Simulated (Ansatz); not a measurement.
# ZnC: the cost of one run

Method: DFT PBE, scalar-relativistic, plane waves, PAW, in Ansatz 0.2.0.

The COD cell was measured well above room temperature, so it is larger than a cold one.

4 further runs of the same task are left out: 1 that didn't finish, 3 set aside as unsound or not needed.

## 1. The structure to begin with

Symmetry: Fm-3m, No. 225, cubic system. Conventional cell: a = 4.447 Å, b = 4.447 Å, c = 4.447 Å, α = 90.00°, β = 90.00°, γ = 90.00°. Zn (site symmetry m-3m) has 6 C at 2.22 Å as nearest neighbours. C (site symmetry m-3m) has 6 Zn at 2.22 Å as nearest neighbours.

Coordinates:

```xyz
2
Lattice="0.0000 2.2233 2.2233 2.2233 0.0000 2.2233 2.2233 2.2233 0.0000" Properties=species:S:1:pos:R:3 pbc="T T T"
Zn    0.0000    0.0000    0.0000
C     2.2233    2.2233    2.2233
```

This is candidate A: rock salt type (Fm-3m, No. 225).

(A quick probe on a coarse mesh, which set the mesh and smearing, is not shown.)

## 3. A loose first relaxation (candidate A)

File input.yaml:

```yaml
crystal:
  lattice:
    - [0.0, 2.2232858879, 2.2232858879]
    - [2.2232858879, 0.0, 2.2232858879]
    - [2.2232858879, 2.2232858879, 0.0]
  atoms:
    - { symbol: Zn, position: [0.0, 0.0, 0.0] }
    - { symbol: C, position: [0.5, 0.5, 0.5] }
basis:
  ecutwfc: 420
kpoints:
  mp_grid: { grid: [6, 6, 6] }
hamiltonian:
  xc: pbe
scf:
  occupations: { method: gaussian, width: 0.1 }
  lower_state_search: "off"
output:
  forces: true
  stress: true
  eigenvalues: true
relax:
  adjacent_minimum: "off"
  f_tol: 0.04
  max_steps: 70
  cell: { stress_tol: 0.4 }
```

Started as:

```bash
> ansatz run input.yaml --threads 1 --pin off --max-ram 2560MiB --backend cpu --events-out ev --progress --plain --runs-dir out
```

Q: Estimate wall time and peak memory on 1 thread of Intel Xeon Platinum 8259CL at 2.50GHz (Skylake/Cascade Lake), shared host.

About 2.9 s, with a peak of 0.34 GiB.
